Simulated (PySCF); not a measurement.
# C3H6AlNO2: the cost of one run

Programs: PySCF 2.14.0, with density-fitted response routines of our own. Each step states its level of theory. These are calculated values for one molecule in the gas phase, unless marked as measured. Atoms count from 0, in the outputs and in this text.

### 1 The starting structure

13 atoms, charge 0, multiplicity 1; geometry from: GFN2-xTB.

Bonds of the start (Å): O0–C1 1.19, C1–O2 1.33, O2–C3 1.43, C3–C4 1.44, C4–N5 1.15, N5–Al6 2.00, C1–H7 1.10, C3–H8 1.09, C3–H9 1.10, Al6–H10 1.57, Al6–H11 1.56, Al6–H12 1.57.

### 2 Excited states and response: B3LYP/def2-SVPD

What the job is given:

```
{"job": {"kind": "uv", "xc": "B3LYP", "basis": "def2-SVPD", "nstates": 8, "ntriplets": 3}, "charge": 0, "multiplicity": 1}
O      2.317423     0.974975     0.228142
C      2.446780    -0.176119     0.501849
O      1.842270    -1.190294    -0.120804
C      0.968108    -0.832159    -1.187890
C     -0.205209    -0.150532    -0.695512
N     -1.117690     0.391758    -0.264964
Al    -2.763319     0.209242     0.862962
H      3.087633    -0.587305     1.294577
H      0.673918    -1.768400    -1.672547
H      1.486139    -0.172338    -1.900122
H     -3.368505    -0.906534    -0.068460
H     -3.428483     1.614756     0.886311
H     -1.943454    -0.267810     2.118730
```

With the program's defaults for keys left out, this is: TDDFT B3LYP/def2-SVPD, vertical, gas phase, core orbitals frozen in the response.

Command:

```sh
$ OMP_NUM_THREADS=1 python probes_run.py task.json out
```

One launch serves the whole session: the jobs run in the order shown.

Q: Estimate the wall time and peak memory of this job on 1 thread of Arm Neoverse N1, shared host.

About 45 s, with a peak of 0.79 GiB.
